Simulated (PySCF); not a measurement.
# CoF₃: structure of the quintet

The task is one start of a wider search on CoF₃: the quintet, from a trigonal pyramidal start. It is relaxed, tested by its Hessian and followed downhill if it is a saddle.

The runs use PySCF 2.14.0; PBE0, basis Co def2-TZVP, F def2-TZVP, no relativity, density fitting.

**1. The starting structure**

4 atoms, charge 0, spin multiplicity 5.

Bond lengths: Co1–F2 1.750 Å, Co1–F3 1.750 Å, Co1–F4 1.750 Å. Angles: F2–Co1–F3 99.8°, F2–Co1–F4 99.8°, F3–Co1–F4 99.7°.

```xyz
4
charge 0 multiplicity 5
Co    0.0000    0.0000    0.0000
F     1.5452    0.0000    0.8216
F    -0.7726    1.3381    0.8216
F    -0.7726   -1.3381    0.8216
```

**2. Finding the electronic state**

The steps below are one call of a driver around PySCF. For each, scf.py gives the equivalent set-up of the SCF; relaxations use the driver's own optimiser. After this first run the driver tries any further starts and a stability analysis.

File scf.py:

```python
from pyscf import gto, scf, dft
mol = gto.M(atom='''
Co     0.000000     0.000000     0.000000
F      1.545200     0.000000     0.821600
F     -0.772600     1.338100     0.821600
F     -0.772600    -1.338100     0.821600''',
    basis={'Co': 'def2-TZVP', 'F': 'def2-TZVP'},
    charge=0, spin=4)
mf = dft.UKS(mol, xc='PBE0')
mf.grids.atom_grid = (50, 194)
aux = {'Co': 'def2-universal-JKFIT', 'F': 'def2-universal-JKFIT'}
mf = mf.density_fit(auxbasis=aux)
mf.conv_tol = 1e-08
mf.diis_space = 10
mf.max_cycle = 60
mf.init_guess = 'minao'
mf.verbose = 4
mf.kernel()
```

Command:

```sh
$ OMP_NUM_THREADS=4 python axn.py task.json out
```

Log:

```text
init E= -1680.80136374369
[... the frontier-level lines of each cycle are left out ...]
cycle= 1 E= -1665.21275940762  delta_E= 15.6  |g|= 5.64  |ddm|= 5.82
cycle= 2 E= -1589.08481337009  delta_E= 76.1  |g|= 16.6  |ddm|= 12.8
cycle= 3 E= -1656.94156975361  delta_E= -67.9  |g|= 10.5  |ddm|= 7.47
cycle= 4 E= -1665.2561102074  delta_E= -8.31  |g|= 8.42  |ddm|= 2.05
cycle= 5 E= -1668.73030992417  delta_E= -3.47  |g|= 7.12  |ddm|= 2.52
cycle= 6 E= -1674.84222855549  delta_E= -6.11  |g|= 5.31  |ddm|= 2.65
cycle= 7 E= -1676.07373294447  delta_E= -1.23  |g|= 4.31  |ddm|= 1.18
cycle= 8 E= -1679.83011020634  delta_E= -3.76  |g|= 2.41  |ddm|= 1.79
cycle= 9 E= -1681.65295537094  delta_E= -1.82  |g|= 0.947  |ddm|= 1.17
cycle= 10 E= -1681.85273089337  delta_E= -0.2  |g|= 0.543  |ddm|= 0.448
cycle= 11 E= -1681.87247969974  delta_E= -0.0197  |g|= 0.436  |ddm|= 0.196
cycle= 12 E= -1681.92441920393  delta_E= -0.0519  |g|= 0.0713  |ddm|= 0.172
cycle= 13 E= -1681.92657957001  delta_E= -0.00216  |g|= 0.0465  |ddm|= 0.0684
cycle= 14 E= -1681.92743081919  delta_E= -0.000851  |g|= 0.0124  |ddm|= 0.0246
cycle= 15 E= -1681.92813124286  delta_E= -0.0007  |g|= 0.0113  |ddm|= 0.044
cycle= 16 E= -1681.92871703802  delta_E= -0.000586  |g|= 0.008  |ddm|= 0.04
cycle= 17 E= -1681.92946638194  delta_E= -0.000749  |g|= 0.0076  |ddm|= 0.0568
cycle= 18 E= -1681.93032278826  delta_E= -0.000856  |g|= 0.00657  |ddm|= 0.0699
cycle= 19 E= -1681.93191879837  delta_E= -0.0016  |g|= 0.0097  |ddm|= 0.173
cycle= 20 E= -1681.93183489574  delta_E= 8.39e-05  |g|= 0.00628  |ddm|= 0.0183
cycle= 21 E= -1681.93253990152  delta_E= -0.000705  |g|= 0.0116  |ddm|= 0.134
cycle= 22 E= -1681.9326365852  delta_E= -9.67e-05  |g|= 0.00392  |ddm|= 0.0135
cycle= 23 E= -1681.93280416917  delta_E= -0.000168  |g|= 0.00592  |ddm|= 0.0748
cycle= 24 E= -1681.93283185414  delta_E= -2.77e-05  |g|= 0.00361  |ddm|= 0.0134
cycle= 25 E= -1681.93284481085  delta_E= -1.3e-05  |g|= 0.000979  |ddm|= 0.00793
cycle= 26 E= -1681.93284874922  delta_E= -3.94e-06  |g|= 0.000871  |ddm|= 0.01
cycle= 27 E= -1681.93284855852  delta_E= 1.91e-07  |g|= 0.0016  |ddm|= 0.00844
cycle= 28 E= -1681.93284994568  delta_E= -1.39e-06  |g|= 0.000393  |ddm|= 0.004
cycle= 29 E= -1681.93285015521  delta_E= -2.1e-07  |g|= 0.000112  |ddm|= 0.00219
cycle= 30 E= -1681.93285017392  delta_E= -1.87e-08  |g|= 4.87e-05  |ddm|= 0.000289
cycle= 31 E= -1681.93285018102  delta_E= -7.1e-09  |g|= 3.25e-05  |ddm|= 0.000288
Extra cycle  E= -1681.93285018265  delta_E= -1.63e-09  |g|= 6.62e-05  |ddm|= 8.06e-05
converged SCF energy = -1681.93285018265  <S^2> = 6.0110386  2S+1 = 5.0044135
```

This step, with its further starts and checks, ran for 23 s (4 threads of Arm Neoverse V2, shared host).

The starts that the driver tried:

```
                      start   energy (Eh)
    the minimal-basis guess  -1681.932850
a thermally smeared density  -1681.932850
      a smeared PBE density  -1681.932850
```

No lower solution of this spin turned up from the other starts or in the test of internal stability.

**3. Relaxation: trigonal pyramidal start, quintet**

The program finds C3v symmetry in the start, which this walk keeps.

scf.py, as its differences from that of step 2:

```diff
@@ -3,4 +3,4 @@
-Co     0.000000     0.000000     0.000000
-F      1.545200     0.000000     0.821600
-F     -0.772600     1.338100     0.821600
-F     -0.772600    -1.338100     0.821600''',
+Co     0.000000     0.000000    -0.403933
+F      1.545152     0.000000     0.417667
+F     -0.772576     1.338141     0.417667
+F     -0.772576    -1.338141     0.417667''',
@@ -16 +15,0 @@
-mf.init_guess = 'minao'
```

The optimiser's trace:

```
step   energy (Eh)  change (kJ/mol)  largest symmetric gradient (Eh/bohr)
   0  -1681.932850             0.00                               0.06576
   1  -1681.955682           -59.95                               0.04309
   2  -1681.968698           -94.12                               0.02769
   3  -1681.974337          -108.92                               0.01116
   4  -1681.975436          -111.81                               0.00348
   5  -1681.975742          -112.61                               0.00132
   6  -1681.975782          -112.72                               0.00059
   7  -1681.975784          -112.72                               0.00004
```

The walk took 21 s.

End point (D3h, 7 steps, 112.7 kJ/mol gained): Co–F 1.719 Å (×3); F–Co–F 120.0° (×3).

**4. Is it a minimum? Harmonic modes**

The point is checked on the finer grid, and tightened if its gradient asks for it. The Hessian and the dipole derivatives come from central differences of analytic gradients, with steps of 0.02 bohr.

scf.py, as its differences from that of step 3:

```diff
@@ -3,4 +3,4 @@
-Co     0.000000     0.000000    -0.403933
-F      1.545152     0.000000     0.417667
-F     -0.772576     1.338141     0.417667
-F     -0.772576    -1.338141     0.417667''',
+Co     0.000000    -0.000000     0.000000
+F      1.719044     0.000000    -0.000000
+F     -0.859522     1.488736    -0.000000
+F     -0.859522    -1.488736     0.000000''',
@@ -10 +10 @@
-mf.grids.atom_grid = (50, 194)
+mf.grids.atom_grid = (75, 302)
@@ -13 +13 @@
-mf.conv_tol = 1e-08
+mf.conv_tol = 1e-10
```

This SCF starts from the last density.

SCF at the final geometry:

```text
init E= -1681.97586275805
[... the frontier-level lines of each cycle are left out ...]
cycle= 1 E= -1681.97586275793  delta_E= 1.13e-10  |g|= 2.31e-05  |ddm|= 1.42e-05
cycle= 2 E= -1681.97586275714  delta_E= 7.92e-10  |g|= 5.84e-05  |ddm|= 3.22e-05
cycle= 3 E= -1681.97586275807  delta_E= -9.22e-10  |g|= 1.07e-05  |ddm|= 2.32e-05
cycle= 4 E= -1681.9758627581  delta_E= -3.52e-11  |g|= 1.1e-06  |ddm|= 3.92e-06
Extra cycle  E= -1681.97586275811  delta_E= -8.64e-12  |g|= 1.19e-06  |ddm|= 3.27e-06
converged SCF energy = -1681.97586275811  <S^2> = 6.0124711  2S+1 = 5.0049859
```

The whole step took 41 s.

Geometry: D3h; Co–F 1.719 Å (×3); F–Co–F 120.0° (×3).

Harmonic modes (main isotopes):

```tsv
symmetry	ω (cm⁻¹)	IR (km/mol)
e'	152	28.7
a2''	156	48.2
a1'	664	0.0
e'	740	318
```

No imaginary mode, so this is a minimum.

Properties at this point:

```
Dipole moment                                                   : 0.00 D
Highest occupied level                                          : -11.19 eV
Lowest empty level                                              : -5.45 eV
Rotational constants                                            : 0.2002, 0.2002, 0.1001 cm⁻¹
Zero-point energy                                               : 15.6 kJ/mol
Principal polarisabilities                                      : 16.2, 32.4, 32.4 bohr³
Atomisation energy without zero-point energy                    : 1209 kJ/mol
Principal traceless quadrupole moments about the centre of mass : -3.92, -3.92, 7.83 D Å
Entropy at 298.15 K and 1 bar (electronic part: spin only)      : 309.9 J/(mol K)
Heat capacity Cp at 298.15 K                                    : 67.2 J/(mol K)
Enthalpy at 298.15 K above 0 K                                  : 15.78 kJ/mol
Rotational symmetry number                                      : 6
Spin squared ⟨S²⟩                                               : 6.012
```

Populations by atom (charges in e):

| atom | Mulliken | Löwdin | polar tensor | spin (Mulliken) | Mayer order to Co1 |
| --- | --- | --- | --- | --- | --- |
| Co1 | 1.35 | 0.70 | 1.83 | 3.12 | – |
| F2,3,4 | -0.45 | -0.23 | -0.61 | 0.29 | 0.90 |

Outer orbital energies (eV). α occupied: -13.31, -13.03, -13.03, -12.46, -12.14, -12.14, -11.19, -11.19; empty: -0.94, 1.53, 4.42, 4.84. β occupied: -13.83, -12.45, -12.45, -12.43, -12.43, -12.13, -11.61, -11.29; empty: -5.45, -5.45, -4.93, -4.93.

Mulliken populations on Co1: s 6.35, p 12.32, d 6.98, f 0.00.

**5. Outcome**

```
                                          quantity                                      value
                                           minimum                               quintet, D3h
                                          geometry      Co–F 1.719 Å (×3); F–Co–F 120.0° (×3)
                                wavenumbers (cm⁻¹)  152 (e'), 156 (a2''), 664 (a1'), 740 (e')
                                     dipole moment                                     0.00 D
highest occupied, lowest empty level (either spin)                           -11.19, -5.45 eV
                        polar-tensor charge of Co1                                    +1.83 e
                                 zero-point energy                                15.6 kJ/mol
                               entropy at 298.15 K                            309.9 J/(mol K)
         atomisation energy (no zero-point energy)                                1209 kJ/mol
                                              ⟨S²⟩                                      6.012
```

The trigonal pyramidal start (C3v) ends in a minimum of D3h symmetry. In the infrared the band at 740 cm⁻¹ (e', stretch) leads. The dipole vanishes although Co1 carries +1.8 e by the polar tensor: the bond dipoles cancel. Most of the spin sits on Co1 (Mulliken spin 3.12, against 4 for the whole molecule). Only this shape and spin were tried, so other structures or states may lie lower. One determinant may miss the lowest occupation of an open d or f shell.

The search up to here took 85 s.
